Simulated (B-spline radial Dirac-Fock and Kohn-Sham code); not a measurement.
# Hf⁴¹⁺: core levels and X-ray properties

What does theory give for the Hf⁴¹⁺ ion? The session works out its X-ray form factor and Compton profile and the binding energy of each subshell.

The numbers are computed with B-spline radial Dirac-Fock and Kohn-Sham code (version 2): a free atom or ion on a radial basis; each step names its model.

## 1. The atom as given

Hafnium as Hf⁴¹⁺, configuration 1s2 2s2 2p6 3s2 3p6 3d10 4s2 4p1.

* nuclear charge: 72
* electrons: 31
* mass number: 180
* nuclear rms radius: 5.347 fm

Outer shells as boxes (Hund's rule, for the drawing alone; heavy ions are jj-coupled, and the calculation averages over the configuration):

```
[Ar] core
3d [↑↓][↑↓][↑↓][↑↓][↑↓]
4s [↑↓]
4p [↑ ][  ][  ]
```

## 2. Scattering by the electron cloud

Model: Dirac-Fock average of configuration, finite nucleus; form factor of the spherical density, Waller-Hartree incoherent function, impulse-approximation Compton profiles.

Settings, as recorded:

```ini
task = scatter
Z = 72
charge = 41
configuration = 1s2 2s2 2p6 3s2 3p6 3d10 4s2 4p1
mass_number = 180
rms_radius = 5.347  # fm
s = [0.0, 0.07, 0.08, 0.1, 0.12, 0.15, 0.18, 0.22, 0.27, 0.33, 0.4, 0.49, 0.6, 0.73, 0.89, 1.08, 1.32, 1.61, 1.97, 2.4, 2.93, 3.58, 4.36]  # 1/A
pz = [0, 0.1, 0.15, 0.21, 0.31, 0.46, 0.67, 0.99, 1.4, 2.1, 3.1, 4.5, 6.7, 9.8, 14.0, 21.0, 31.0, 45.0, 66.0, 96.0, 140.0]  # a.u.
photon_energy = [1000, 2000, 5000, 10000, 17479.3, 30000, 50000, 1000000]  # eV
```

From the run's result record (rounded, not every field):

```text
status: converged
form_factor [e]: [31.0, 30.949, 30.934, 30.896, 30.851, 30.768, 30.667, 30.505, 30.26, 29.907, 29.421, 28.689, 27.66, 26.303, 24.509, 22.328, 19.669, 16.761, 13.694, 10.774, 8.1862, 6.2821, 5.1203]
incoherent: [1.4857e-11, 0.056839, 0.074158, 0.11557, 0.1659, 0.25771, 0.36849, 0.54427, 0.80586, 1.1745, 1.6677, 2.3773, 3.3161, 4.464, 5.8589, 7.436, 9.3029, 11.404, 13.76, 16.177, 18.658, 21.102, 23.312]
compton_total [1/a.u.]: [1.3634, 1.363, 1.3626, 1.3618, 1.3599, 1.3558, 1.3475, 1.3294, 1.2979, 1.229, 1.1186, 0.98181, 0.82061, 0.60383, 0.36524, 0.16774, 0.066061, 0.024089, 0.0079258, 0.0023519, 0.00059117]
shells: ["1s1/2", "2s1/2", "2p1/2", "2p3/2", "3s1/2", "3p1/2", "3p3/2", "3d3/2", "3d5/2", "4s1/2", "4p1/2", "4p3/2"]
occupation: [2.0, 2.0, 2.0, 4.0, 2.0, 2.0, 4.0, 4.0, 6.0, 2.0, 0.33333, 0.66667]
mean_momentum [a.u.]: [73.964, 26.482, 34.947, 31.185, 13.68, 16.255, 15.184, 18.169, 17.78, 8.4406, 9.4866, 9.1082]
r2 [bohr^2]: 1.4109
r_inverse [1/bohr]: 450.64
r1 [bohr]: 5.3346
coherent [b]: [637.91, 633.77, 606.31, 525.87, 389.73, 230.23, 116.24, 0.58506]
incoherent_cross_section [b]: [0.024969, 0.098366, 0.56651, 1.81, 3.7349, 6.3114, 8.8746, 6.4298]
radial_jk:
  4p: {"j0": [1.0, 0.9928, 0.9906, 0.98534, 0.97895, 0.96728, 0.95317, 0.93073, 0.89722, 0.84981, 0.78609, 0.69415, 0.57301, 0.42855, 0.26634, 0.11674, 0.008784, -0.020309, 0.017666, 0.059389, 0.053005, 0.016041, -0.0011901], "j2": [0.0, 0.0028779, 0.0037539, 0.0058468, 0.0083866, 0.013011, 0.018572, 0.027353, 0.040314, 0.058332, 0.081908, 0.11448, 0.15428, 0.19573, 0.23052, 0.24156, 0.21085, 0.13507, 0.043654, -0.0061535, 0.0034145, 0.02971, 0.028259], "r2": 0.20009, "r4": 0.056056, "r6": 0.019907}
```

The scattering functions against s = sin θ / λ:

| s (1/Å) | f (e) | f / N | S(s) |
| --- | --- | --- | --- |
| 0 | 31.00 | 1.000 | 0 |
| 0.0800 | 30.93 | 0.998 | 0.07416 |
| 0.120 | 30.85 | 0.995 | 0.1659 |
| 0.180 | 30.67 | 0.989 | 0.3685 |
| 0.270 | 30.26 | 0.976 | 0.8059 |
| 0.400 | 29.42 | 0.949 | 1.668 |
| 0.600 | 27.66 | 0.892 | 3.316 |
| 0.890 | 24.51 | 0.791 | 5.859 |
| 1.32 | 19.67 | 0.634 | 9.303 |
| 1.97 | 13.69 | 0.442 | 13.76 |
| 2.93 | 8.186 | 0.264 | 18.66 |
| 4.36 | 5.120 | 0.165 | 23.31 |

## 3. Hole states by ΔSCF

Model: Dirac-Fock average of configuration, Delta-SCF, finite nucleus, first-order Breit with its frequency dependence, self-energy and vacuum polarisation.

Settings, as recorded:

```ini
task = binding
```

From the run's result record (rounded, not every field):

```text
status: converged
shells: ["K", "L1", "L2", "L3", "M1", "M2", "M3", "M4", "M5", "N1", "N2,3"]
total_energy_parts [Ha]: [-14009.1608, 16.7900262, -1.73186158, -0.282998082, 12.626614, -2.21363431]
koopmans [eV]: [67696.0, 13288.2, 12757.9, 11559.4, 4471.71, 4239.17, 3968.21, 3592.02, 3533.01, 2111.51, 1966.75]
dirac_coulomb [eV]: [67642.7, 13267.9, 12733.6, 11537.7, 4468.07, 4234.85, 3964.52, 3586.89, 3528.19, 2111.18, 1966.43]
gaunt [eV]: [-229.997, -25.5188, -43.4885, -30.2618, -5.27899, -8.8632, -6.06205, -4.1617, -2.98796, -1.78419, -2.27045]
retardation [eV]: [17.1393, 2.14932, 4.716, 4.72559, 0.491608, 0.98613, 0.991848, 0.461011, 0.454318, 0.213907, 0.380781]
breit_frequency [eV]: [3.46708, -0.298609, -0.022699, 1.56211, -0.0767241, -0.0788394, 0.328542, -0.031454, 0.00463452, -0.0246407, 0.0615667]
self_energy [eV]: [-134.093, -19.0947, 0.0334878, -1.33065, -4.49565, -0.0714166, -0.336726, 0.340761, 0.178683, -1.43794, -0.0797332]
vacuum_polarisation [eV]: [24.6788, 3.28759, 0.111687, -0.128492, 0.749569, 0.0241051, -0.0388774, -0.0418223, -0.0401165, 0.239822, -0.00610619]
binding [eV]: [67323.9, 13228.5, 12695.0, 11512.3, 4459.46, 4226.84, 3959.4, 3583.45, 3525.8, 2108.39, 1964.52]
mean_radius [bohr]: [0.0189848, 0.0795694, 0.0660816, 0.0737278, 0.204114, 0.194338, 0.207431, 0.181508, 0.185595, 0.411777, 0.426887]
```

total_energy_parts: Dirac-Coulomb, Gaunt, retardation, frequency dependence, self-energy, vacuum polarisation. 

Each level as Koopmans' value plus corrections (eV):

| level | -ε | relaxation | Breit | QED | binding |
| --- | --- | --- | --- | --- | --- |
| K | 67696.0 | -53.22 | -209.39 | -109.41 | 67323.9 |
| L1 | 13288.2 | -20.30 | -23.67 | -15.81 | 13228.5 |
| L2 | 12757.9 | -24.32 | -38.80 | 0.15 | 12695.0 |
| L3 | 11559.4 | -21.70 | -23.97 | -1.46 | 11512.3 |
| M1 | 4471.7 | -3.64 | -4.86 | -3.75 | 4459.5 |
| M2 | 4239.2 | -4.32 | -7.96 | -0.05 | 4226.8 |
| M3 | 3968.2 | -3.68 | -4.74 | -0.38 | 3959.4 |
| M4 | 3592.0 | -5.13 | -3.73 | 0.30 | 3583.5 |
| M5 | 3533.0 | -4.82 | -2.53 | 0.14 | 3525.8 |
| N1 | 2111.5 | -0.34 | -1.59 | -1.20 | 2108.4 |
| N2,3 | 1966.7 | -0.32 | -1.83 | -0.09 | 1964.5 |

Line energies follow by subtraction:

| line | energy (eV) |
| --- | --- |
| Kβ1 (K-M3) | 63364.5 |
| Kβ3 (K-M2) | 63097.1 |
| Kα1 (K-L3) | 55811.6 |
| Kα2 (K-L2) | 54629.0 |
| Lγ5 (L2-N1) | 10586.6 |
| Lβ6 (L3-N1) | 9403.9 |
| Lβ3 (L1-M3) | 9269.1 |
| Lβ1 (L2-M4) | 9111.5 |
| Lβ4 (L1-M2) | 9001.6 |
| Lη (L2-M1) | 8235.5 |
| Lα1 (L3-M5) | 7986.5 |
| Lα2 (L3-M4) | 7928.9 |
| Lℓ (L3-M1) | 7052.8 |

## 4. Outcome

| quantity | value |
| --- | --- |
| rms radius of the electron cloud | 0.213 bohr |
| form factor halves at | 1.8 1/Å |
| Compton profile at zero | 1.363 1/a.u. |
| deepest level listed, K (1s) | 67323.9 eV |
| least bound, N2,3 (4p) | 1964.5 eV |
| Kα1 | 55811.6 eV |
| ionisation energy, NIST (theoretical) | 2022.00 eV |

The form factor starts at the 31 electrons and halves by s = 1.8 1/Å. Incoherent scattering outweighs coherent from 1000 keV on, among the energies asked. For K (1s), relaxation takes off 53.2 eV, Breit terms shift it by -209.39 and QED by -109.41 eV. NIST's ionisation energy differs by +57.48 eV from the least binding energy; the calculation averages open shells over their j components and terms. The Hartree-Fock and Dirac-Fock values hold no electron correlation.
